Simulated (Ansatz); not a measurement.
# CH3NOSi: the cost of one run

All numbers below are computed with Ansatz 0.2.0 (UKS B3LYP-D4/6-31G*).

**1. The starting structure**

Bond lengths: O1–Si2 1.601 Å, Si2–C3 1.731 Å, Si2–N4 1.767 Å, C3–N4 1.164 Å, O1–H5 0.988 Å, Si2–H6 1.491 Å, C3–H7 1.132 Å. Angles: O1–Si2–C3 119.0°, O1–Si2–N4 100.1°, O1–Si2–H6 112.5°, C3–Si2–N4 38.8°, C3–Si2–H6 120.2°, N4–Si2–H6 106.0°, Si2–O1–H5 114.4°, Si2–C3–N4 72.3°, Si2–C3–H7 150.6°, N4–C3–H7 136.9°, Si2–N4–C3 68.9°.

Coordinates:

```xyz
7

O    -0.7444    0.9726   -1.1808
Si    0.2961    0.6413   -0.0098
C     0.7385   -1.0070    0.2783
N    -0.3783   -0.8818    0.5811
H    -1.5698    0.4309   -1.1585
H     0.2008    1.6025    1.1263
H     1.5184   -1.8265    0.3177
```

**2. Preparing the start**

Contents of input.yaml:

```yaml
crystal:
  periodic: [false, false, false]
  atoms:
    - { symbol: O, position_ang: [-0.7444, 0.9726, -1.1808] }
    - { symbol: Si, position_ang: [0.2961, 0.6413, -0.0098] }
    - { symbol: C, position_ang: [0.7385, -1.007, 0.2783] }
    - { symbol: "N", position_ang: [-0.3783, -0.8818, 0.5811] }
    - { symbol: H, position_ang: [-1.5698, 0.4309, -1.1585] }
    - { symbol: H, position_ang: [0.2008, 1.6025, 1.1263] }
    - { symbol: H, position_ang: [1.5184, -1.8265, 0.3177] }
magnetization:
  spin_polarized: true
basis:
  gaussian: { orbitals: "6-31G*" }
hamiltonian:
  xc: b3lyp
  dispersion: d4
relax:
  f_tol: 0.02
  max_steps: 40
```

Run with:

```console
ansatz run input.yaml --threads 2 --pin off --max-ram 3072MiB --backend cpu --events-out ev --progress --plain --runs-dir out
```

What time and memory should one allow on 2 threads of Arm Neoverse N1, shared host?

About 50 s, with a peak of 0.18 GiB.
